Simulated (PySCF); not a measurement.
**C₄H₆F₂S₂: a tour of settings**

Aim: see how C₄H₆F₂S₂ (`F[C@@H]1C[C@@H](F)SCS1`) answers to the choice of functional, basis, grid and SCF options.

Programs: PySCF 2.14.0, with density-fitted response routines of our own. Each step states its level of theory. These are calculated values for one molecule, in the gas phase or a continuum, unless marked as measured. Atoms are numbered from 0 throughout.

### 1 The molecule as given

14 atoms, charge 0, multiplicity 1; geometry from: GFN2-xTB.

Bonds of the start (Å): F0–C1 1.37, C1–C2 1.52, C2–C3 1.52, C3–F4 1.36, C3–S5 1.84, S5–C6 1.81, C6–S7 1.82, S7–C1 1.83, C1–H8 1.09, C2–H9 1.09, C2–H10 1.09, C3–H11 1.10, C6–H12 1.09, C6–H13 1.09.

### 2 Shielding tensors: PBE0/pcSseg-1

What the job is given:

```
{"job": {"kind": "nmr", "xc": "PBE0", "basis": "pcSseg-1"}, "charge": 0, "multiplicity": 1}
F      0.388645    -1.757331    -0.866066
C     -0.107106    -1.349927     0.347042
C     -1.216515    -0.330369     0.133873
C     -0.764960     0.862838    -0.699409
F     -1.848995     1.609932    -1.041722
S      0.402829     1.945357     0.224177
C      1.715703     0.703827     0.357130
S      1.256450    -0.720789     1.385144
H     -0.478640    -2.243396     0.858969
H     -2.040420    -0.813019    -0.400255
H     -1.580253     0.013561     1.103774
H     -0.279438     0.549339    -1.632779
H      1.990349     0.347483    -0.634517
H      2.561672     1.182023     0.842473
```

Level: GIAO PBE0/pcSseg-1 NMR shielding, non-relativistic, gas phase.

Launch:

```console
$ OMP_NUM_THREADS=1 python probes_run.py task.json out
```

This one command runs all jobs of the session in turn.

Standard output:

```text
coarse grid: 13488 points
cycle   1  E = -1151.2273722878  dE =  1.077e+00  |g| = 6.623e-01  |ddm| = 3.501e+00
cycle   2  E = -1151.1494181688  dE =  7.795e-02  |g| = 9.834e-01  |ddm| = 1.106e+00
cycle   3  E = -1151.3049571658  dE = -1.555e-01  |g| = 6.882e-02  |ddm| = 6.800e-01
cycle   4  E = -1151.3058044195  dE = -8.473e-04  |g| = 3.265e-02  |ddm| = 8.513e-02
cycle   5  E = -1151.3060431487  dE = -2.387e-04  |g| = 5.050e-03  |ddm| = 3.317e-02
cycle   6  E = -1151.3060486290  dE = -5.480e-06  |g| = 1.751e-03  |ddm| = 7.543e-03
final grid: 123768 points
cycle   7  E = -1151.3726245009  dE = -4.169e-05  |g| = 1.084e-02  |ddm| = 3.138e-02
cycle   8  E = -1151.3725986158  dE =  2.589e-05  |g| = 1.542e-02  |ddm| = 2.191e-02
cycle   9  E = -1151.3726507898  dE = -5.217e-05  |g| = 1.260e-03  |ddm| = 1.344e-02
cycle  10  E = -1151.3726510863  dE = -2.964e-07  |g| = 2.877e-04  |ddm| = 1.370e-03
cycle  11  E = -1151.3726510987  dE = -1.240e-08  |g| = 9.748e-05  |ddm| = 3.233e-04
cycle  12  E = -1151.3726511007  dE = -2.019e-09  |g| = 1.822e-05  |ddm| = 1.158e-04
cycle  13  E = -1151.3726511008  dE = -6.821e-11  |g| = 4.384e-06  |ddm| = 2.140e-05
converged SCF energy = -1151.3726511008

GIAO shielding tensors (ppm)
atom      isotropic    diamagn.    paramagn.     s11        s22        s33       span
  0 F      364.176     475.913    -111.737    279.393    392.189    420.945    141.552
  1 C       85.130     243.509    -158.379     45.326     81.553    128.512     83.187
  2 C      141.136     248.653    -107.518    126.861    142.074    154.472     27.611
  3 C       89.522     243.436    -153.914     51.553     77.582    139.433     87.880
  4 F      364.833     469.665    -104.831    296.924    372.511    425.065    128.140
  5 S      407.773    1054.002    -646.229    243.599    440.661    539.059    295.460
  6 C      147.143     251.742    -104.600    113.307    155.832    172.289     58.982
  7 S      412.020    1054.309    -642.289    222.411    460.083    553.566    331.155
  8 H       25.560      28.292      -2.732     22.774     23.984     29.922      7.148
  9 H       28.766      28.764       0.002     25.191     27.347     33.760      8.569
 10 H       29.453      28.775       0.677     26.733     27.924     33.700      6.967
 11 H       25.587      29.077      -3.491     23.172     26.508     27.080      3.908
 12 H       26.997      29.529      -2.532     21.208     26.834     32.948     11.740
 13 H       28.179      28.651      -0.471     21.762     26.490     36.286     14.525
```

Wall time 46 s (1 thread of Arm Neoverse N1, shared host); peak memory 0.82 GiB.

Shifts follow as δ = σ(reference) − σ, with reference shieldings (ppm) from runs at the same level and on the same kind of geometry: 1H TMS 31.72, 13C TMS 186.9, 19F CFCl3 170.9, 33S CS2 504. The references are single molecules in the gas phase, so shifts against H2O, NH3, PH3, H3PO4 or CFCl3 are not on the usual liquid scales and can be off by tens of ppm. Atoms listed in one row are averaged.

| atoms | environment | σ (ppm) | δ (ppm) | δ scaled to CDCl3 |
| --- | --- | --- | --- | --- |
| C1, C3 | sp3 CH bonded to F and S | 87.3 | 99.6 | 90.9 |
| C2 | sp3 CH2 in a ring | 141.1 | 45.8 | 42.8 |
| C6 | sp3 CH2 bonded to 2 S | 147.1 | 39.8 | 28.1 |
| H8, H11 | hydrogen on an sp3 CH bonded to F and S | 25.57 | 6.14 | 5.90 |
| H12, H13 | hydrogen on an sp3 CH2 bonded to 2 S | 27.59 | 4.13 | 4.00 |
| H9, H10 | hydrogen on an sp3 CH2 in a ring | 29.11 | 2.61 | 2.56 |
| F0, F4 | fluorine on an sp3 carbon | 364.5 | -193.6 | – |
| S5, S7 | sulfide sulfur | 410 | 94 | – |

The scaled column applies a straight-line fit of computed shieldings to shifts measured in CDCl3, with any fitted terms for Cl, Br or S neighbours; 19F shifts take a fit of their own (root-mean-square error 0.16 ppm for H, 1.9 ppm for C).

The run also stored atomic charges by several schemes (e):

```
 atoms  Mulliken    IAO  Hirshfeld  ESP fit
F0, F4     -0.31  -0.31      -0.10    -0.18
C1, C3      0.07   0.10       0.06     0.03
    C2     -0.20  -0.30      -0.10     0.02
S5, S7      0.05   0.09      -0.01    -0.11
    C6     -0.44  -0.45      -0.08    -0.55
```

Mayer bond orders: F0–C1 0.87, C1–C2 0.99, C2–C3 0.98, C3–F4 0.90, C3–S5 0.97, S5–C6 0.97, C6–S7 0.96, S7–C1 1.03.

Ring of atoms C1, C2, C3, S5, C6, S7: NICS(0) -3.4, NICS(1) -2.2, NICS(1)zz 3.7 ppm (means of both faces). The ring holds saturated atoms, so no π current runs round it: these values come from its σ bonds, any local π bonds and neighbouring rings, and say nothing of aromaticity.

### 3 Excited states and response: PBE0/def2-SVPD

Same as in step 2 but for these lines:

```diff
@@ -1,2 +1,2 @@
-{"job": {"kind": "nmr", "xc": "PBE0", "basis": "pcSseg-1"}, "charge": 0, "multiplicity": 1}
+{"job": {"kind": "uv", "xc": "PBE0", "basis": "def2-SVPD", "nstates": 6, "ntriplets": 2}, "charge": 0, "multiplicity": 1}
 F      0.388645    -1.757331    -0.866066
```

Method: TDDFT PBE0/def2-SVPD, vertical, gas phase, core orbitals frozen in the response.

Standard output:

```text
coarse grid: 13488 points
cycle   1  E = -1150.7734559327  dE =  1.009e+00  |g| = 6.058e-01  |ddm| = 5.050e+00
cycle   2  E = -1150.7019160623  dE =  7.154e-02  |g| = 9.026e-01  |ddm| = 1.651e+00
cycle   3  E = -1150.8432686597  dE = -1.414e-01  |g| = 7.100e-02  |ddm| = 9.640e-01
cycle   4  E = -1150.8442076817  dE = -9.390e-04  |g| = 3.011e-02  |ddm| = 1.446e-01
cycle   5  E = -1150.8444218372  dE = -2.142e-04  |g| = 5.058e-03  |ddm| = 5.319e-02
cycle   6  E = -1150.8444278116  dE = -5.974e-06  |g| = 1.321e-03  |ddm| = 1.284e-02
final grid: 123768 points
cycle   7  E = -1150.9655801961  dE = -4.237e-05  |g| = 1.067e-02  |ddm| = 1.110e-01
cycle   8  E = -1150.9655552912  dE =  2.490e-05  |g| = 1.505e-02  |ddm| = 3.252e-02
cycle   9  E = -1150.9656064718  dE = -5.118e-05  |g| = 1.412e-03  |ddm| = 1.945e-02
cycle  10  E = -1150.9656069321  dE = -4.604e-07  |g| = 2.503e-04  |ddm| = 3.297e-03
cycle  11  E = -1150.9656069434  dE = -1.131e-08  |g| = 1.028e-04  |ddm| = 5.065e-04
cycle  12  E = -1150.9656069458  dE = -2.323e-09  |g| = 2.253e-05  |ddm| = 1.994e-04
cycle  13  E = -1150.9656069459  dE = -1.055e-10  |g| = 5.400e-06  |ddm| = 4.445e-05
converged SCF energy = -1150.9656069459

Static polarisability (au): isotropic 86.828, principal 71.972 92.393 96.118

Singlet excitations
state   eV       nm        f      main configurations
  1   5.0409    246.0   0.00579   H->L 0.89
  2   5.5290    224.2   0.00214   H-1->L 0.50, H->L+1 0.34
  3   5.9781    207.4   0.00058   H->L+1 0.52, H-1->L 0.41
  4   6.2025    199.9   0.03026   H->L+2 0.78, H-1->L+1 0.08
  5   6.3886    194.1   0.01324   H->L+3 0.83
  6   6.5179    190.2   0.04468   H-1->L+1 0.69, H->L+4 0.10

Triplet excitations (Tamm-Dancoff, eV): 4.5321 5.0303
```

Wall time 72 s (1 thread of Arm Neoverse N1, shared host); peak memory 0.91 GiB.

Frontier orbitals and where they lie:

| orbital | eV | atoms |
| --- | --- | --- |
| HOMO−3 | -9.44 | S7 42 %, S5 12 %, F0 12 % |
| HOMO−2 | -9.25 | S5 31 %, C3 15 %, F4 10 % |
| HOMO−1 | -7.43 | S7 48 %, S5 22 %, C6 12 % |
| HOMO | -6.81 | S5 52 %, S7 27 %, C3 6 % |
| LUMO | -0.30 | S5 35 %, S7 27 %, C6 11 % |
| LUMO+1 | 0.27 | S7 29 %, S5 22 %, C3 8 % |
| LUMO+2 | 0.50 | S7 21 %, S5 15 %, C1 10 % |

With each of the 6 states as a Gaussian band of 0.4 eV half-width at 1/e, the curve within the window shown has maxima at 244 nm (ε 260), 194 nm (ε 3,200) L/(mol cm). Beyond the last state computed it falls off for lack of states. The curve at chosen wavelengths:

nm, ε (L/mol/cm) and a bar:
```
      182       1315 ############
      186       2199 #####################
      190       2909 ############################
      194       3163 ##############################
      198       2918 ############################
      201       2504 ########################
      205       1835 #################
      209       1211 ###########
      213        742 #######
      217        445 ####
      221        287 ###
      225        222 ##
      229        209 ##
      232        216 ##
      236        235 ##
      240        252 ##
      244        258 ##
      248        248 ##
      252        224 ##
      256        190 ##
      260        151 #
      263        123 #
      267         89 #
      271         62 
      275         41 
      279         26
```

Further results of this job:

```csv
property,computed
dipole moment (D),1.30
polarisability (Å³),12.87
HOMO–LUMO gap (eV),6.51
−ε(HOMO) (eV),6.81
```

### 4 NMR shieldings: mPW1PW91/pcSseg-1 in tetrahydrofuran

Same as in step 3 but for these lines:

```diff
@@ -1,2 +1,2 @@
-{"job": {"kind": "uv", "xc": "PBE0", "basis": "def2-SVPD", "nstates": 6, "ntriplets": 2}, "charge": 0, "multiplicity": 1}
+{"job": {"kind": "nmr", "xc": "mPW1PW91", "basis": "pcSseg-1", "solvent": "tetrahydrofuran", "pop": false, "grid": 3, "scf": {"conv": 1e-08}}, "charge": 0, "multiplicity": 1}
 F      0.388645    -1.757331    -0.866066
```

With the program's defaults for keys left out, this is: GIAO mPW1PW91/pcSseg-1 NMR shielding, non-relativistic, IEF-PCM tetrahydrofuran.

Standard output:

```text
final grid: 181608 points
cycle   1  E = -1151.9083333446  dE =  1.069e+00  |g| = 6.735e-01  |ddm| = 3.493e+00
cycle   2  E = -1151.8344392535  dE =  7.389e-02  |g| = 9.806e-01  |ddm| = 1.039e+00
cycle   3  E = -1151.9866073809  dE = -1.522e-01  |g| = 6.306e-02  |ddm| = 6.330e-01
cycle   4  E = -1151.9873068476  dE = -6.995e-04  |g| = 3.022e-02  |ddm| = 7.586e-02
cycle   5  E = -1151.9875066254  dE = -1.998e-04  |g| = 4.521e-03  |ddm| = 2.771e-02
cycle   6  E = -1151.9875111105  dE = -4.485e-06  |g| = 1.403e-03  |ddm| = 5.728e-03
cycle   7  E = -1151.9875114603  dE = -3.499e-07  |g| = 2.978e-04  |ddm| = 1.476e-03
cycle   8  E = -1151.9875114739  dE = -1.358e-08  |g| = 1.252e-04  |ddm| = 2.966e-04
cycle   9  E = -1151.9875114763  dE = -2.418e-09  |g| = 2.778e-05  |ddm| = 1.085e-04
converged SCF energy = -1151.9875114763

GIAO shielding tensors (ppm)
atom      isotropic    diamagn.    paramagn.     s11        s22        s33       span
  0 F      367.985     476.493    -108.508    281.892    395.006    427.058    145.166
  1 C       83.828     243.796    -159.968     44.498     79.419    127.565     83.067
  2 C      140.383     248.491    -108.108    126.674    140.952    153.523     26.849
  3 C       88.175     244.274    -156.099     50.356     75.253    138.916     88.561
  4 F      369.945     470.617    -100.673    302.092    376.717    431.026    128.934
  5 S      414.895    1054.621    -639.726    255.856    437.629    551.201    295.345
  6 C      146.470     251.708    -105.238    111.993    155.441    171.976     59.983
  7 S      417.042    1054.770    -637.728    230.581    467.751    552.793    322.212
  8 H       25.331      27.888      -2.556     22.526     23.702     29.766      7.240
  9 H       28.565      28.478       0.087     24.856     27.139     33.699      8.842
 10 H       29.388      28.660       0.728     26.739     27.748     33.677      6.938
 11 H       25.454      29.004      -3.550     23.026     26.381     26.956      3.930
 12 H       26.918      29.279      -2.360     21.131     26.707     32.916     11.785
 13 H       27.898      28.217      -0.319     21.377     26.138     36.179     14.802
```

It took 54 s on 1 thread of Arm Neoverse N1, shared host; peak memory 0.96 GiB.

Key values: σ C1 86.0, C2 140.4, C6 146.5, F0 369.0, H8 25.39, H12 27.41 ppm (means over like atoms).

### 5 Shielding tensors: X3LYP/6-31G*

Same as in step 4 but for these lines:

```diff
@@ -1,2 +1,2 @@
-{"job": {"kind": "nmr", "xc": "mPW1PW91", "basis": "pcSseg-1", "solvent": "tetrahydrofuran", "pop": false, "grid": 3, "scf": {"conv": 1e-08}}, "charge": 0, "multiplicity": 1}
+{"job": {"kind": "nmr", "xc": "X3LYP", "basis": "6-31G*", "pop": true}, "charge": 0, "multiplicity": 1}
 F      0.388645    -1.757331    -0.866066
```

With the program's defaults for keys left out, this is: GIAO X3LYP/6-31G* NMR shielding, non-relativistic, gas phase.

Standard output:

```text
coarse grid: 13488 points
cycle   1  E = -1151.8090849058  dE =  1.065e+00  |g| = 7.231e-01  |ddm| = 3.748e+00
cycle   2  E = -1151.7043798917  dE =  1.047e-01  |g| = 1.096e+00  |ddm| = 1.391e+00
cycle   3  E = -1151.9025126541  dE = -1.981e-01  |g| = 8.414e-02  |ddm| = 8.473e-01
cycle   4  E = -1151.9040884519  dE = -1.576e-03  |g| = 3.120e-02  |ddm| = 1.241e-01
cycle   5  E = -1151.9043250146  dE = -2.366e-04  |g| = 6.431e-03  |ddm| = 4.107e-02
cycle   6  E = -1151.9043356578  dE = -1.064e-05  |g| = 1.909e-03  |ddm| = 1.220e-02
cycle   7  E = -1151.9043366571  dE = -9.993e-07  |g| = 5.107e-04  |ddm| = 3.093e-03
final grid: 123768 points
cycle   8  E = -1151.8368872152  dE = -2.167e-05  |g| = 8.032e-03  |ddm| = 1.995e-02
cycle   9  E = -1151.8368704596  dE =  1.676e-05  |g| = 1.250e-02  |ddm| = 1.575e-02
cycle  10  E = -1151.8369000196  dE = -2.956e-05  |g| = 5.335e-04  |ddm| = 9.858e-03
cycle  11  E = -1151.8369000885  dE = -6.885e-08  |g| = 1.526e-04  |ddm| = 8.727e-04
cycle  12  E = -1151.8369000931  dE = -4.604e-09  |g| = 5.877e-05  |ddm| = 2.021e-04
cycle  13  E = -1151.8369000937  dE = -6.748e-10  |g| = 1.360e-05  |ddm| = 6.313e-05
converged SCF energy = -1151.8369000937

GIAO shielding tensors (ppm)
atom      isotropic    diamagn.    paramagn.     s11        s22        s33       span
  0 F      372.115     475.013    -102.898    288.277    405.739    422.329    134.052
  1 C       95.979     242.101    -146.122     57.122     93.054    137.762     80.640
  2 C      148.612     248.090     -99.479    135.834    149.512    160.489     24.655
  3 C       99.947     245.171    -145.224     64.470     89.666    145.705     81.235
  4 F      373.133     468.046     -94.913    308.609    381.852    428.937    120.328
  5 S      427.910    1055.019    -627.109    269.903    454.812    559.016    289.113
  6 C      155.051     251.865     -96.815    123.576    163.377    178.199     54.622
  7 S      433.343    1054.928    -621.585    258.215    484.928    556.887    298.672
  8 H       26.338      27.665      -1.327     23.635     24.876     30.503      6.868
  9 H       29.663      29.373       0.289     26.371     28.430     34.187      7.816
 10 H       30.122      29.505       0.618     27.455     29.057     33.854      6.399
 11 H       26.215      30.117      -3.902     23.854     27.052     27.739      3.885
 12 H       28.000      30.558      -2.558     22.528     28.041     33.430     10.902
 13 H       29.220      28.905       0.316     23.015     27.708     36.938     13.923
```

Run time: 31 s. Hardware: 1 thread of Arm Neoverse N1, shared host; peak memory 0.73 GiB.

This run: δ C1 94.2, C2 43.5, C6 37.1, F0 -183.2, H8 6.22, H12 3.88 ppm (means over like atoms).

### 6 NMR shieldings: BLYP/pcSseg-1

Same as in step 5 but for these lines:

```diff
@@ -1,2 +1,2 @@
-{"job": {"kind": "nmr", "xc": "X3LYP", "basis": "6-31G*", "pop": true}, "charge": 0, "multiplicity": 1}
+{"job": {"kind": "nmr", "xc": "BLYP", "basis": "pcSseg-1", "pop": false}, "charge": 0, "multiplicity": 1}
 F      0.388645    -1.757331    -0.866066
```

Method: GIAO BLYP/pcSseg-1 NMR shielding, non-relativistic, gas phase.

Standard output:

```text
coarse grid: 13488 points
cycle   1  E = -1151.7559409935  dE =  8.824e-01  |g| = 7.144e-01  |ddm| = 3.563e+00
cycle   2  E = -1151.5795092810  dE =  1.764e-01  |g| = 1.296e+00  |ddm| = 1.556e+00
cycle   3  E = -1151.8372712486  dE = -2.578e-01  |g| = 1.584e-01  |ddm| = 1.039e+00
cycle   4  E = -1151.8423418947  dE = -5.071e-03  |g| = 5.383e-02  |ddm| = 1.872e-01
cycle   5  E = -1151.8429704616  dE = -6.286e-04  |g| = 1.397e-02  |ddm| = 6.464e-02
cycle   6  E = -1151.8430136363  dE = -4.317e-05  |g| = 4.794e-03  |ddm| = 2.455e-02
cycle   7  E = -1151.8430186465  dE = -5.010e-06  |g| = 1.829e-03  |ddm| = 7.211e-03
final grid: 123768 points
cycle   8  E = -1151.9320809866  dE = -4.167e-05  |g| = 1.288e-02  |ddm| = 3.050e-02
cycle   9  E = -1151.9319954332  dE =  8.555e-05  |g| = 2.596e-02  |ddm| = 2.799e-02
cycle  10  E = -1151.9321100577  dE = -1.146e-04  |g| = 1.571e-03  |ddm| = 1.965e-02
cycle  11  E = -1151.9321105881  dE = -5.303e-07  |g| = 4.318e-04  |ddm| = 2.371e-03
cycle  12  E = -1151.9321106289  dE = -4.083e-08  |g| = 1.326e-04  |ddm| = 5.440e-04
cycle  13  E = -1151.9321106324  dE = -3.431e-09  |g| = 4.046e-05  |ddm| = 1.294e-04
cycle  14  E = -1151.9321106327  dE = -3.124e-10  |g| = 1.119e-05  |ddm| = 5.005e-05
converged SCF energy = -1151.9321106327

GIAO shielding tensors (ppm)
atom      isotropic    diamagn.    paramagn.     s11        s22        s33       span
  0 F      343.886     477.179    -133.293    256.360    374.468    400.832    144.472
  1 C       68.510     243.967    -175.457     24.715     67.853    112.960     88.245
  2 C      128.672     249.032    -120.360    112.832    130.278    142.906     30.074
  3 C       73.249     243.862    -170.613     32.420     62.936    124.392     91.973
  4 F      342.899     469.969    -127.070    269.687    350.617    408.394    138.708
  5 S      340.988    1055.115    -714.126    176.570    383.969    462.426    285.857
  6 C      132.183     251.123    -118.940     92.889    142.305    161.355     68.466
  7 S      350.673    1055.342    -704.669    161.840    387.631    502.547    340.708
  8 H       25.380      28.500      -3.120     22.796     24.271     29.073      6.276
  9 H       28.819      29.109      -0.290     25.860     27.617     32.979      7.118
 10 H       29.500      29.525      -0.025     26.931     28.377     33.192      6.262
 11 H       25.407      30.024      -4.617     23.144     26.359     26.717      3.574
 12 H       26.721      30.356      -3.635     20.765     27.105     32.292     11.527
 13 H       28.172      28.829      -0.656     22.127     27.031     35.359     13.233
```

Run time: 53 s. Hardware: 1 thread of Arm Neoverse N1, shared host; peak memory 0.7 GiB.

Key values: δ C1 107.2, C2 49.4, C6 45.9, F0 -204.9, H8 6.41, H12 4.35 ppm (means over like atoms).

### 7 Comparing the runs: NMR shifts

Shifts (ppm), means over like atoms, with basis size and wall time:

| run | C1 | C2 | C6 | H8 | H12 | H9 | functions | time |
| --- | --- | --- | --- | --- | --- | --- | --- | --- |
| PBE0/pcSseg-1 | 99.6 | 45.8 | 39.8 | 6.14 | 4.13 | 2.61 | 180 | 46 s |
| mPW1PW91/pcSseg-1 in tetrahydrofuran | 100.8 | 46.4 | 40.4 | 6.35 | 4.34 | 2.77 | 180 | 54 s |
| X3LYP/6-31G* | 94.2 | 43.5 | 37.1 | 6.22 | 3.88 | 2.60 | 132 | 31 s |
| BLYP/pcSseg-1 | 107.2 | 49.4 | 45.9 | 6.41 | 4.35 | 2.64 | 180 | 53 s |

### 8 Summary of results

| quantity | value |
| --- | --- |
| 13C shifts against TMS (PBE0/pcSseg-1, means over atoms taken as alike) | 99.6, 45.8, 39.8 ppm |
| 1H shifts against TMS (PBE0/pcSseg-1, means over atoms taken as alike) | 6.14, 4.13, 2.61 ppm |
| 19F shifts against CFCl3 (PBE0/pcSseg-1, means over atoms taken as alike) | -193.6 ppm |
| 33S shifts against CS2 (PBE0/pcSseg-1, means over atoms taken as alike) | 94 ppm |
| lowest singlet (PBE0/def2-SVPD) | 5.04 eV (246 nm), f = 0.006 |
| brightest single state of those computed | state 6, 6.52 eV, f = 0.045 |
| lowest triplet | 4.53 eV |
| range of the shift of C1 (with its like atoms) | 94.2 to 107.2 ppm |

What this shows: Single values in the summary come from the first sound run of each kind (PBE0/pcSseg-1; PBE0/def2-SVPD), which need not be the best level. C1, C3 (mean) (sp3 CH bonded to F and S) lies farthest downfield among carbon, at 99.6 ppm; pulled downfield by the heteroatom. The most deshielded hydrogen is H8, H11 (mean) (hydrogen on an sp3 CH bonded to F and S), at 6.14 ppm: its carbon carries F, which withdraws density. At PBE0/pcSseg-1: The largest span, 313 ppm, is at S5, S7, where the paramagnetic term is -644 ppm. The first singlet state (HOMO→LUMO 0.89) lies at 5.04 eV and is weak; of the 6 states computed, the strongest absorption comes from state 6 at 6.52 eV (the last computed, so partners may be missing). The lowest triplet lies 0.51 eV below the lowest singlet (triplets in Tamm-Dancoff, singlets in full TDDFT). Among the atoms with a shift in every run: Across the 4 runs the shift of C1 (with its like atoms) moves most, between 94.2 (X3LYP/6-31G*) and 107.2 ppm (BLYP/pcSseg-1). Each shift counts from a reference computed in the same medium, and that reference moves with the solvent too, so shifts and shieldings show the solvent's effect differently.
